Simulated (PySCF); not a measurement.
# F5Pb (Pb(F)5-): the cost of one run

Method: several levels, as the steps say, no spin–orbit coupling; program: PySCF 2.14.0.

2 further runs of the same task are left out: 2 for a known fault of the program.

### 1 Starting geometry

6 atoms, charge -1, spin multiplicity 1.

Bond lengths: Pb1–F2 2.088 Å, Pb1–F3 2.088 Å, Pb1–F4 2.078 Å, Pb1–F5 2.085 Å, Pb1–F6 2.085 Å. Angles: F2–Pb1–F3 172.4°, F2–Pb1–F4 93.8°, F2–Pb1–F5 88.5°, F2–Pb1–F6 88.5°, F3–Pb1–F4 93.8°, F3–Pb1–F5 88.5°, F3–Pb1–F6 88.5°, F4–Pb1–F5 113.5°, F4–Pb1–F6 113.4°, F5–Pb1–F6 133.1°.

As a file:

```xyz
6

Pb   -0.02328    0.00012    0.00000
F    -0.16195    0.00039    2.08383
F    -0.16195    0.00039   -2.08383
F     2.05428   -0.00238    0.00000
F    -0.85216    1.91284    0.00000
F    -0.85494   -1.91136    0.00000
```

Formal oxidation states: Pb +4. An earlier session relaxed this geometry at BP86, Pb def2-SVP with ECP60, F def2-SVP (singlet, point group C2v).

At BP86 on the finer grid: E = -691.956524 Eh, HOMO -3.08 eV, LUMO 0.11 eV, Mulliken charge on Pb1 +1.08 e, largest force component 0.022 eV/Å. 

Levels to run: M06-L; TPSS; PBE0; B3LYP; BP86, x2c-SVP. Hardware: 2 threads of Intel Xeon at 2.50GHz (Skylake/Cascade Lake), shared host.

### 2 M06-L

run.py (the lines that set the calculation) reads:

```python
mol = gto.M(atom='''
Pb    -0.02328     0.00012     0.00000
F     -0.16195     0.00039     2.08383
F     -0.16195     0.00039    -2.08383
F      2.05428    -0.00238     0.00000
F     -0.85216     1.91284     0.00000
F     -0.85494    -1.91136     0.00000''',
    basis={'Pb': 'def2-SVP', 'F': 'def2-SVP'},
    ecp={'Pb': 'def2-SVP'},
    charge=-1, spin=0)
mf = dft.RKS(mol, xc='M06L')
mf.grids.atom_grid = (75, 302)
mf = mf.density_fit()  # fitting sets: Pb def2-universal-JKFIT, F def2-universal-JKFIT
mf.conv_tol = 1e-08; mf.max_cycle = 55
mf.kernel(dm0)  # dm0: the density of the relaxed state
```

The run is started by

```bash
OMP_NUM_THREADS=2 python run.py
```

**Question.** How long does this run take on 2 threads of Intel Xeon at 2.50GHz (Skylake/Cascade Lake), shared host?

About 25 s.
